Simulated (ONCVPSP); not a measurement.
# Oxygen: generating and testing an ONCV potential

Do these settings give a usable potential? It is generated, then checked for transferability, scattering, ghosts and hardness.

Method: ONCVPSP 4.0.1.1 (patched build), PBE, scalar-relativistic.

### 1 Starting point

Typed settings, in words:

- element: oxygen (O, Z = 8)
- type: optimised norm-conserving Vanderbilt (ONCV)
- frozen core: [He]
- valence charge: 6
- reference configuration: 2s2 2p2.5 (charge +1.5)
- partial waves: 2s: rc 0.90 bohr, ncon 3, nbas 7, qcut 7.9 1/bohr, 2 projectors, debl 1.1 Ha; 2p: rc 1.95 bohr, ncon 4, nbas 7, qcut 7 1/bohr, 3 projectors, debl 3.1 Ha; d scattering state at 0.24 Ha: rc 2.10 bohr, ncon 4, nbas 8, qcut 5.1 1/bohr, 3 projectors, debl 2.6 Ha
- local potential: polynomial inside 0.90 bohr (lpopt 5, dvloc0 1 Ha)
- core correction: Teter function, fcfact 2, rcfact 1.7

The nodes and maxima of the atom's own shells, from an earlier all-electron run, set the scale for the radii.

All-electron outer shells of the reference configuration (PBE, scalar-relativistic, ld1.x):

```json
{"shell": "1s", "level (eV)": "-545.03", "outermost node (bohr)": "–", "outermost maximum (bohr)": "0.13"}
{"shell": "2s", "level (eV)": "-48.67", "outermost node (bohr)": "0.28", "outermost maximum (bohr)": "0.85"}
{"shell": "2p", "level (eV)": "-33.46", "outermost node (bohr)": "–", "outermost maximum (bohr)": "0.77"}
```

### 2 The generation run

O.dat reads:

```
# ATOM AND REFERENCE CONFIGURATION
# atsym  z   nc   nv     iexc    psfile
  O 8.00    1    2        4      upf
#
#   n    l    f
    1    0    2.00
    2    0    2.00
    2    1    2.50
#
# PSEUDOPOTENTIAL AND OPTIMIZATION
# lmax
    2
#
#   l,   rc,      ep,       ncon, nbas, qcut
    0    0.90    0.00    3    7    7.90
    1    1.95    0.00    4    7    7.00
    2    2.10    0.24    4    8    5.10
#
# LOCAL POTENTIAL
# lloc, lpopt,  rc(5),   dvloc0
    4    5    0.90    1.00
#
# VANDERBILT-KLEINMAN-BYLANDER PROJECTORs
# l, nproj, debl
    0    2    1.10
    1    3    3.10
    2    3    2.60
#
# MODEL CORE CHARGE
# icmod, fcfact, rcfact
    3    2.00    1.70
#
# LOG DERIVATIVE ANALYSIS
# epsh1, epsh2, depsh
   -3.00    5.00    0.02
#
# OUTPUT GRID
# rlmax, drl
    6.00    0.01
#
# TEST CONFIGURATIONS
# ncnf
    4
# nvcnf
#   n    l    f
    2
    2    0    2.00
    2    1    4.00
#
    2
    2    0    2.00
    2    1    3.00
#
    2
    2    0    2.00
    2    1    2.00
#
    2
    2    0    2.00
    2    1    0.00
#
```

The run is started by

```console
$ oncvpsp.x < O.dat > O.out
```

Q: Predict the outcome of this session. Wanted: cutoffs for 1 and 0.1 mHa per electron, occupied waves; bound ghosts; GHOST(+) flags; largest test error; largest phase difference near zero energy, channels read; rms error of d²Exc/dn², without and with the model core; projector energies reset by the program.

The runs gave:

| quantity | value |
| --- | --- |
| cutoffs for 1 and 0.1 mHa per electron, occupied waves | 32 Ha and 160 Ha |
| bound ghosts | d at -2.77 eV |
| GHOST(+) flags | none at low energy |
| largest test error (AE − PS) | +4245 meV, for 2s2 2p0 |
| largest phase difference near zero energy, channels read | 3.142 rad |
| rms error of d²Exc/dn², without and with the model core | 1.56 and 2.52 mHa |
| projector energies reset by the program | s: -1.789, 0.250 Ha |

What this shows: A bound ghost (d) makes it unfit for use: electrons can fall into a state that the atom doesn't have. By total energies transferability is poor: the largest error is 4245 meV on 149.9 eV, for 2s2 2p0. That test lies far up in energy; among those under 40 eV, nearer to bonding, the largest error is 340 meV. The potential is of middling hardness: the looser tolerance needs 32 Ha. The tighter tolerance needs 160 Ha, and converged work needs a cutoff nearer that. At the looser tolerance the 2s wave is the slowest; 2p needs 18 Ha. Of the channels read, d scatters worst near zero energy, by up to 3.14 rad. A step near π is an extra or missing state, not a misfit of shape. The pseudo curves have a pole with no partner nearby in the atom's: d at -0.10 Ha.
